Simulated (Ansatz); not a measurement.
Runs of Ansatz 0.2.0 on GaF. The structure is cubic, space group Pm-3m (No. 221). Conventional cell: a = 3.166 Å, b = 3.166 Å, c = 3.166 Å, α = 90.00°, β = 90.00°, γ = 90.00°. Ga (site symmetry m-3m) is surrounded by 8 F at 2.74 Å. F (site symmetry m-3m) is surrounded by 8 Ga at 2.74 Å. The cell was built by a generator and needn't be a form met in nature.

| task | level | k mesh | points for each segment of the path | gap on the mesh (eV) | pressure (GPa) |
| --- | --- | --- | --- | --- | --- |
| projected density of states | RPBE | 5 × 5 × 5 | - | 2.35 | (a) |
| projected density of states | revPBE | 5 × 5 × 5 | - | 2.35 | 1.9 |
| projected density of states | BLYP | 5 × 5 × 5 | - | 2.61 | 3.1 |
| band structure | PBE | 8 × 8 × 8 | 14 | 0.34 | (b) |
| projected density of states | PBE0 | 5 × 5 × 5 | - | 3.54 | -0.7 |

Alike in all rows: potentials or basis Ansatz PAW; no spin polarisation; cell as given; cutoff (eV) 420; smearing fermi-dirac 0.05 eV.

Q: Estimate the missing entries.

A: (a) 2.7; (b) 0.0.

Caveats: odd divisions of the mesh miss points on the zone boundary, where band edges often lie, so the gap on the mesh can be too wide (some runs); the PAW data sets come from PBE, with cores solved anew for the run's functional, which leaves a small shift of forces and pressure (some runs); the density of states is complete only up to the lowest level of the last band computed (some runs); the thresholds are loose for stress (some runs).

A k mesh can miss the band edges, and the runs leave out spin-orbit coupling on Ga.
